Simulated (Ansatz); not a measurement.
Predict the output of the script below (the Python package of Ansatz (0.2.0)).

`field.py`:
```python
'''Response of C2H5BrSi to a pair of distant point charges.'''

import warnings

import ansatz as az
import numpy as np


def main() -> None:
    warnings.simplefilter('ignore', az.DeckWarning)

    mol = (
        az.Crystal.molecule()
        .atom('C', (-0.4263, 1.4429, -0.2964))
        .atom('C', (0.4273, 0.5022, -0.2134))
        .atom('Si', (0.1222, -1.1791, 0.4408))
        .atom('Br', (-0.2647, -2.5048, -1.2437))
        .atom('H', (-1.5035, 1.3617, -0.0014))
        .atom('H', (-0.2002, 2.4685, -0.7279))
        .atom('H', (1.4726, 0.6786, -0.5516))
        .atom('H', (1.4274, -1.6525, 1.111))
        .atom('H', (-0.9662, -1.1639, 1.4654))
    )

    calc = mol.calculation()
    calc = calc.basis(gaussian='def2-SVP')
    calc = calc.functional('CAM-B3LYP')
    calc = calc.forces()
    # charges +q and -q at -R and +R make a nearly even field 2 k q / R^2 at the centre
    centre = np.mean([site.position_ang for site in mol.cartesian_sites], axis=0)
    field = 2 * 14.399645 * 4.0 / 25.0 ** 2


    def dipole(axis, sign):
        arm = 25.0 * np.eye(3)[axis]
        pair = [{'charge': sign * 4.0, 'position_ang': (centre - arm).tolist()}, {'charge': -sign * 4.0, 'position_ang': (centre + arm).tolist()}]
        deck = calc.input().set(az.key.basis.gaussian.point_charges, pair)
        return np.array(az.Session.from_dict(deck).plan().execute().report['charge_distribution']['dipole_moment_e_ang'])


    print(f'field {field:.4f} V/A')
    alpha = np.array([(dipole(axis, 1) - dipole(axis, -1)) / (2 * field) * 14.399645 for axis in range(3)])
    print('polarisability tensor (A^3)')
    print(np.array2string(alpha, precision=3, suppress_small=True))
    print(f'mean {np.trace(alpha) / 3:.3f} A^3 = {np.trace(alpha) / 3 / 0.14818471:.2f} bohr^3')


if __name__ == '__main__':
    main()
```

Running `python field.py` prints:
```text
field 0.1843 V/A
polarisability tensor (A^3)
[[ 7.907 -0.828  0.083]
 [-0.822 10.667  0.46 ]
 [ 0.084  0.437  7.598]]
mean 8.724 A^3 = 58.87 bohr^3
```

Notes:
- The geometry is a force-field or estimated start, not a minimum of this method, and the basis set is short of its limit. The field of two point charges is only nearly even.
- Without diffuse functions polarisabilities are unreliable, as a rule too low, and they change with the bond lengths of this unrelaxed start.
- The whole script took 35 s on 1 thread of Arm Neoverse V1, with other jobs on the host, peak memory 0.31 GiB.
